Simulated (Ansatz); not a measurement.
# BClF2: ionisation energy by level of theory

Aim: the vertical ionisation energy of BClF2, as cation minus neutral at the neutral's geometry, on several levels, and how well −ε(HOMO) stands in for it.

Program: Ansatz 0.2.0, Gaussian basis. Level of theory: unrestricted cation, the program's frozen cores in correlated methods. These are calculated values, not measurements.

Plan: UKS PBE-D4/def2-TZVPP; UKS r2SCAN-D4/def2-TZVPP; UKS PBE0-D4/def2-TZVPP; UKS B3LYP-D4/def2-TZVPP; UKS wB97X-V/def2-TZVPP; UKS wB97M-V/def2-TZVPP; UKS B2PLYP/def2-TZVPP; UHF-CCSD(T)/def2-TZVPP; UHF-CCSD(T)/def2-QZVPP; extrapolation to the limit; then −ε(HOMO) from the neutral's earlier runs with LDA (SPW92), PBE-D4, revPBE-D4, BLYP-D4, r2SCAN-D4, B97M-V, PBE0-D4, B3LYP-D4, r2SCANh-D4, r2SCAN0-D4, HSE06-D4, BHLYP-D4, CAM-B3LYP-D4, LC-ωPBE, ωB97X-V, ωB97M-V.

## (1) The relaxed structure

The geometry comes from an earlier relaxation with PBE0-D4 in a triple-zeta def2 set; it is a stationary point.

SMILES `FB(F)Cl`, 4 atoms, charge 0, spin multiplicity 1.

Atoms are counted from 1 here; the program's logs count them from 0.

Bond lengths: F1–B2 1.310 Å, B2–F3 1.310 Å, B2–Cl4 1.740 Å. Angles: F1–B2–F3 119.0°, F1–B2–Cl4 120.5°, F3–B2–Cl4 120.5°.

## (2) Cation, UKS PBE-D4/def2-TZVPP

The input, in.yaml:

```yaml
crystal:
  periodic: [false, false, false]
  atoms:
    - {symbol: F, position_ang: [-0.173739, -1.254302, -0.546251]}
    - {symbol: B, position_ang: [-0.067061, -0.041341, -0.062036]}
    - {symbol: F, position_ang: [-1.011647, 0.830149, -0.317738]}
    - {symbol: Cl, position_ang: [1.307946, 0.405294, 0.905724]}
basis:
  gaussian: {orbitals: def2-TZVPP}
total_charge: 1
magnetization: {spin_polarized: true, initial_magnetization: 1}
hamiltonian: {xc: pbe, dispersion: d4}
```

Started as:

```console
ansatz run in.yaml --threads 2 --pin off --events-out ev --progress --plain --max-ram 32768MiB --backend cpu
```

Further steps of the session: Cation, UKS r2SCAN-D4/def2-TZVPP; Cation, UKS PBE0-D4/def2-TZVPP; Cation, UKS B3LYP-D4/def2-TZVPP; Cation, UKS wB97X-V/def2-TZVPP; Cation, UKS wB97M-V/def2-TZVPP; Cation, UKS B2PLYP (frozen core)/def2-TZVPP; Cation, UHF-CCSD(T)/def2-TZVPP; Cation, UHF-CCSD(T)/def2-QZVPP.

**Question.** What will the summary of the whole plan be? Wanted: ionisation energy, CCSD(T)/CBS; nearest functional by difference; nearest −ε(HOMO); −ε(HOMO) of PBE; T1 of the cation.

As calculated:

```
                        quantity               value
  ionisation energy, CCSD(T)/CBS            13.06 eV
nearest functional by difference  ωB97X-V (-0.17 eV)
                nearest −ε(HOMO)  LC-ωPBE (-0.26 eV)
                 −ε(HOMO) of PBE             8.36 eV
                T1 of the cation               0.018
```

**Reading.** By cation minus neutral, the functionals miss by 0.61 eV at most. The PBE orbital energy is 4.7 eV too small: a semilocal HOMO is no ionisation energy. Among orbital estimates LC-ωPBE comes nearest. Hartree-Fock falls 1.17 eV short, as the neutral has more correlation energy than the cation.
